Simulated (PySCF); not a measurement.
**V: dipole response in ANO-RCC-VTZP**

Aim: the static polarisability and the C₆ coefficient of V, method by method.

The numbers are computed with PySCF 2.14.0 (unrestricted determinants in a Gaussian basis, no spin-orbit coupling in the energies), except any that are marked as measured or tabulated.

**1. Starting point**

| Item | Value |
| --- | --- |
| Element | vanadium (Z = 23) |
| Basis | ANO-RCC-VTZP |
| Hamiltonian | the spin-free X2C one-electron Hamiltonian (Gaussian nucleus) |
| State 1 | V: [Ar] 3d5, high-spin 6S determinant (an excited configuration) |
| Methods | UHF, PBE, PBE0, M06-2X |

The outer shells:

V [Ar] 3d5
```
[Ar] core
3d [↑ ][↑ ][↑ ][↑ ][↑ ]
```

The runs were made by one driver on top of PySCF. The scripts below sum up each run's settings (the driver also hands on starting orbitals that pick excited configurations, and frozen orbitals as a list rather than a count), and the logs come from the driver's own runs. The driver starts from symmetry-adapted Hartree-Fock orbitals, holds the occupation by maximum overlap and uses a logarithmic radial grid for functionals, so a plain start would take other cycles.

The integrals over 59 functions and the set-up took 5.1 s of CPU time.

**2. V [Ar] 3d5: the ladder of methods**

#### UHF

Contents of input.py:

```python
from pyscf import gto, scf, dft, mp, cc
import basis_set_exchange as bse
mol = gto.M(atom="V 0 0 0", charge=0, spin=5, symmetry="D2h",
            basis=gto.basis.parse(bse.get_basis("ANO-RCC-VTZP", elements=["V"], fmt="nwchem")),
            nucmod="G")
mf = scf.UHF(mol).sfx2c1e()
mf.irrep_nelec = {'Ag': (5, 3), 'B1g': (1, 0), 'B2g': (1, 0), 'B3g': (1, 0), 'B1u': (2, 2), 'B2u': (2, 2), 'B3u': (2, 2)}
mf.kernel()
```

The program printed:

```text
damping factor = 0
level_shift factor = 0
DIIS = <class 'pyscf.scf.diis.CDIIS'>
diis_start_cycle = 1
diis_space = 10
diis_damp = 0
SCF conv_tol = 1e-09
SCF conv_tol_grad = None
number electrons alpha = 14  beta = 9
cycle= 1 E= -948.00315464888  delta_E= -7.62e-10  |g|= 5.88e-05  |ddm|= 5.76e-05
cycle= 2 E= -948.003154648999  delta_E= -1.19e-10  |g|= 6.1e-05  |ddm|= 6.3e-05
cycle= 3 E= -948.003154649876  delta_E= -8.78e-10  |g|= 4.15e-06  |ddm|= 2.86e-05
converged SCF energy = -948.003154649876  <S^2> = 8.7504944  2S+1 = 6.0001648
```

It used 1.5 s of CPU time after the integrals (shared host).

Orbital energies by shell (radii are means over both spins):

```csv
shell,electrons,mean orbital energy (eV),spread (eV),rms radius (bohr)
1s β,1,-5512.7,0,0.0768
1s α,1,-5512.6,0,0.0768
2s α,1,-649.47,0,0.332
2s β,1,-647.75,0,0.332
2p α,3,-538.23,0,0.303
2p β,3,-536.52,0,0.303
3s α,1,-82.758,0,1.03
3s β,1,-75.776,0,1.03
3p α,3,-51.719,0,1.13
3p β,3,-42.871,0,1.13
3d α,5,-5.121,0,2.10
```

⟨S²⟩ = 8.750, ⟨L²⟩ = 0.00.

The driver then solved the coupled dipole response at imaginary frequencies: mean α = 61.26 bohr³, C₆ = 189.0 au for a like pair.

#### PBE

Changes to input.py:

```diff
@@ -5,3 +5,3 @@
             nucmod="G")
-mf = scf.UHF(mol).sfx2c1e()
+mf = dft.UKS(mol, xc="PBE").sfx2c1e()
 mf.irrep_nelec = {'Ag': (5, 3), 'B1g': (1, 0), 'B2g': (1, 0), 'B3g': (1, 0), 'B1u': (2, 2), 'B2u': (2, 2), 'B3u': (2, 2)}
```

The program printed:

```text
damping factor = 0
level_shift factor = 0
DIIS = <class 'pyscf.scf.diis.CDIIS'>
diis_start_cycle = 1
diis_space = 10
diis_damp = 0
SCF conv_tol = 1e-09
SCF conv_tol_grad = None
number electrons alpha = 14  beta = 9
XC functionals = PBE
    J. P. Perdew, K. Burke, and M. Ernzerhof.,  Phys. Rev. Lett. 77, 3865 (1996)
    J. P. Perdew, K. Burke, and M. Ernzerhof.,  Phys. Rev. Lett. 78, 1396 (1997)
    J. P. Perdew, K. Burke, and M. Ernzerhof.,  Phys. Rev. Lett. 77, 3865 (1996)
    J. P. Perdew, K. Burke, and M. Ernzerhof.,  Phys. Rev. Lett. 78, 1396 (1997)
cycle= 1 E= -948.880224327474  delta_E= 0.00405  |g|= 0.201  |ddm|= 0.329
cycle= 2 E= -948.759030950434  delta_E= 0.121  |g|= 0.654  |ddm|= 0.622
cycle= 3 E= -948.895375548821  delta_E= -0.136  |g|= 0.0847  |ddm|= 0.376
cycle= 4 E= -948.898407271971  delta_E= -0.00303  |g|= 0.00113  |ddm|= 0.0732
cycle= 5 E= -948.898407687627  delta_E= -4.16e-07  |g|= 0.000217  |ddm|= 0.000598
cycle= 6 E= -948.898407706675  delta_E= -1.9e-08  |g|= 4.56e-06  |ddm|= 0.000181
cycle= 7 E= -948.898407706683  delta_E= -7.62e-12  |g|= 2.61e-07  |ddm|= 3.59e-06
converged SCF energy = -948.898407706683  <S^2> = 8.7500284  2S+1 = 6.0000095
```

CPU time 5.3 s on a shared host, the integrals not counted.

The response matrix is unstable for this state, so it gives no polarisability.

#### PBE0

Changes to input.py:

```diff
@@ -5,3 +5,3 @@
             nucmod="G")
-mf = dft.UKS(mol, xc="PBE").sfx2c1e()
+mf = dft.UKS(mol, xc="PBE0").sfx2c1e()
 mf.irrep_nelec = {'Ag': (5, 3), 'B1g': (1, 0), 'B2g': (1, 0), 'B3g': (1, 0), 'B1u': (2, 2), 'B2u': (2, 2), 'B3u': (2, 2)}
```

The program printed:

```text
damping factor = 0
level_shift factor = 0
DIIS = <class 'pyscf.scf.diis.CDIIS'>
diis_start_cycle = 1
diis_space = 10
diis_damp = 0
SCF conv_tol = 1e-09
SCF conv_tol_grad = None
number electrons alpha = 14  beta = 9
XC functionals = PBE0
    C. Adamo and V. Barone.,  J. Chem. Phys. 110, 6158 (1999)
    M. Ernzerhof and G. E. Scuseria.,  J. Chem. Phys. 110, 5029 (1999)
cycle= 1 E= -948.904959199557  delta_E= -0.00518  |g|= 0.0599  |ddm|= 0.153
cycle= 2 E= -948.899302456309  delta_E= 0.00566  |g|= 0.153  |ddm|= 0.15
cycle= 3 E= -948.906431240987  delta_E= -0.00713  |g|= 0.0156  |ddm|= 0.0866
cycle= 4 E= -948.906521206555  delta_E= -9e-05  |g|= 0.000471  |ddm|= 0.0122
cycle= 5 E= -948.906521290814  delta_E= -8.43e-08  |g|= 9.72e-05  |ddm|= 0.000275
cycle= 6 E= -948.906521294629  delta_E= -3.81e-09  |g|= 2.86e-06  |ddm|= 8.12e-05
cycle= 7 E= -948.906521294733  delta_E= -1.04e-10  |g|= 3.47e-06  |ddm|= 5.79e-05
converged SCF energy = -948.906521294733  <S^2> = 8.7500393  2S+1 = 6.0000131
```

It used 16 s of CPU time after the integrals (shared host).

The driver then solved the coupled dipole response at imaginary frequencies: mean α = 104.9 bohr³, C₆ = 322.5 au for a like pair.

#### M06-2X

Changes to input.py:

```diff
@@ -5,3 +5,3 @@
             nucmod="G")
-mf = dft.UKS(mol, xc="PBE0").sfx2c1e()
+mf = dft.UKS(mol, xc="M062X").sfx2c1e()
 mf.irrep_nelec = {'Ag': (5, 3), 'B1g': (1, 0), 'B2g': (1, 0), 'B3g': (1, 0), 'B1u': (2, 2), 'B2u': (2, 2), 'B3u': (2, 2)}
```

The program printed:

```text
damping factor = 0
level_shift factor = 0
DIIS = <class 'pyscf.scf.diis.CDIIS'>
diis_start_cycle = 1
diis_space = 10
diis_damp = 0
SCF conv_tol = 1e-09
SCF conv_tol_grad = None
number electrons alpha = 14  beta = 9
XC functionals = M062X
    Y. Zhao and D. G. Truhlar.,  Theor. Chem. Acc. 120, 215 (2008)
    Y. Zhao and D. G. Truhlar.,  Theor. Chem. Acc. 120, 215 (2008)
cycle= 1 E= -949.06827421853  delta_E= -0.00516  |g|= 0.037  |ddm|= 0.111
cycle= 2 E= -949.067537527339  delta_E= 0.000737  |g|= 0.0673  |ddm|= 0.0641
cycle= 3 E= -949.068778371661  delta_E= -0.00124  |g|= 0.00484  |ddm|= 0.0355
cycle= 4 E= -949.0687859652  delta_E= -7.59e-06  |g|= 0.000777  |ddm|= 0.00356
cycle= 5 E= -949.068786210786  delta_E= -2.46e-07  |g|= 5.96e-05  |ddm|= 0.000611
cycle= 6 E= -949.068786211809  delta_E= -1.02e-09  |g|= 1.91e-06  |ddm|= 3.3e-05
cycle= 7 E= -949.06878621181  delta_E= -9.09e-13  |g|= 2.51e-07  |ddm|= 7.43e-07
converged SCF energy = -949.06878621181  <S^2> = 8.750111  2S+1 = 6.000037
```

CPU time 21 s on a shared host, the integrals not counted.

The driver then solved the coupled dipole response at imaginary frequencies: mean α = 78.68 bohr³, C₆ = 234.1 au for a like pair.

Radial density 4πr²ρ of V at UHF:

```csv
r (bohr),density,spin density
0.00118,0.190,0.000
0.00199,0.484,0.000
0.00335,1.21,0.000
0.00563,2.90,0.000
0.00947,6.57,-0.001
0.0159,13.3,-0.002
0.0268,22.3,-0.003
0.0450,27.5,-0.005
0.0758,23.0,-0.009
0.127,22.0,-0.012
0.214,29.7,0.098
0.361,16.8,0.678
0.607,9.60,1.876
1.02,10.8,2.598
1.72,3.34,1.801
2.89,0.705,0.666
4.85,0.108,0.108
8.17,0.00396,0.004
```

**3. The response side by side**

V [Ar] 3d5, in atomic units:

```csv
method,mean α,C₆ (like pair),S(−4)
UHF,61.26,189.0,26750
PBE0,104.9,322.5,107600
M06-2X,78.68,234.1,55970
```

α(iu) at M06-2X:

```csv
u (hartree),α(iu) (bohr³)
0,78.68
0.0500,31.23
0.100,15.02
0.200,8.945
0.300,7.496
0.500,6.234
0.750,5.133
1.00,4.207
1.50,2.833
2.00,1.971
3.00,1.072
5.00,0.4455
```

**4. Results**

| quantity | value |
| --- | --- |
| α of V [Ar] 3d5 | 61.26 (UHF) to 104.9 (PBE0) bohr³ |

What this shows: A single London oscillator with the computed α and C₆ of V [Ar] 3d5 at UHF would have ω = 4 C₆ / (3 α²) = 0.0672 hartree. All values hold for this basis alone; no basis-set limit was taken.
